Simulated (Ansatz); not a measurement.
# BGeH (singlet): wB97M-V, B2PLYP, PBE-QIDH, RKS PBE0 over a scan of the distance Ge1–B2, cc-pVDZ

Aim: run BGeH (singlet) with these functionals over a scan of the distance Ge1–B2, and hold them against the top wave-function level at the same points.

Method: cc-pVDZ, all electrons in the functionals, frozen cores in the correlation of double hybrids and RPA; program: Ansatz 0.2.0, Gaussian basis.

To be run: wB97M-V, B2PLYP, PBE-QIDH, RKS PBE0, at 1.761 Å; 1.963 Å; 2.140 Å; 2.682 Å; 3.588 Å; 5.391 Å.

4 further runs of the same task are left out: 4 for a known fault of the program.

**1. What is computed**

The geometry derives from a PBE0/def2-TZVP stationary point (not a proven minimum). One bond is set to the value named and the two fragments are kept rigid. No spin-orbit coupling is included. The filled d shell of Ge may be among the frozen orbitals whatever the setting's name suggests; the logs give the count.

3 atoms, charge 0, spin multiplicity 1.

Atoms are counted from 1 here; the program's logs count them from 0.

Bond lengths: Ge1–B2 1.963 Å, B2–H3 1.188 Å. Angles: Ge1–B2–H3 180.0°.

No dispersion term is added; wB97M-V holds VV10 nonlocal correlation.

The geometry shown and the zero of energy belong to the point 1.963 Å. The yardstick, FCI, and other wave-function levels (R restricted, U unrestricted, valence and pair active spaces) come from earlier runs.

**2. wB97M-V, 1.761 Å**

File in.yaml:

```yaml
crystal:
  periodic: [false, false, false]
  atoms:
    - {symbol: Ge, position_ang: [0.000000, 0.000000, 1.569950]}
    - {symbol: B, position_ang: [0.000000, 0.000000, -0.191050]}
    - {symbol: H, position_ang: [0.000000, 0.000000, -1.378899]}
basis:
  gaussian: {orbitals: cc-pVDZ}
magnetization: {spin_polarized: true, initial_magnetization: 0}
hamiltonian: {xc: {name: wB97M-V}}
output: {orbitals: {seedname: orbitals}}
```

Started as:

```bash
$ ansatz run in.yaml --threads 1 --pin off --events-out ev --progress --plain --max-ram 3498MiB --backend cpu
```

Further steps of the session: wB97M-V, 1.963 Å; wB97M-V, 2.140 Å; wB97M-V, 2.682 Å; wB97M-V, 3.588 Å; wB97M-V, 5.391 Å; B2PLYP, 1.761 Å; B2PLYP, 1.963 Å; B2PLYP, 2.140 Å; B2PLYP, 2.682 Å; B2PLYP, 3.588 Å; B2PLYP, 5.391 Å; PBE-QIDH, 1.761 Å; PBE-QIDH, 1.963 Å; PBE-QIDH, 2.140 Å; PBE-QIDH, 2.682 Å; PBE-QIDH, 3.588 Å; PBE-QIDH, 5.391 Å; RKS PBE0, 1.761 Å; RKS PBE0, 1.963 Å; RKS PBE0, 2.140 Å; RKS PBE0, 2.682 Å; RKS PBE0, 3.588 Å; RKS PBE0, 5.391 Å.

Before running them: what should the planned runs give, taken together? Wanted: span of the FCI curve; largest miss, RKS PBE0.

As calculated:

| quantity | value |
| --- | --- |
| span of the FCI curve | 83.2 kcal/mol |
| largest miss, RKS PBE0 | +16.6 kcal/mol (5.391 Å) |

What this shows: RKS PBE0 strays by up to 16.6 kcal/mol, at 5.391 Å. Functionals and the yardstick converge differently with the basis, so part of each miss in cc-pVDZ is the basis.
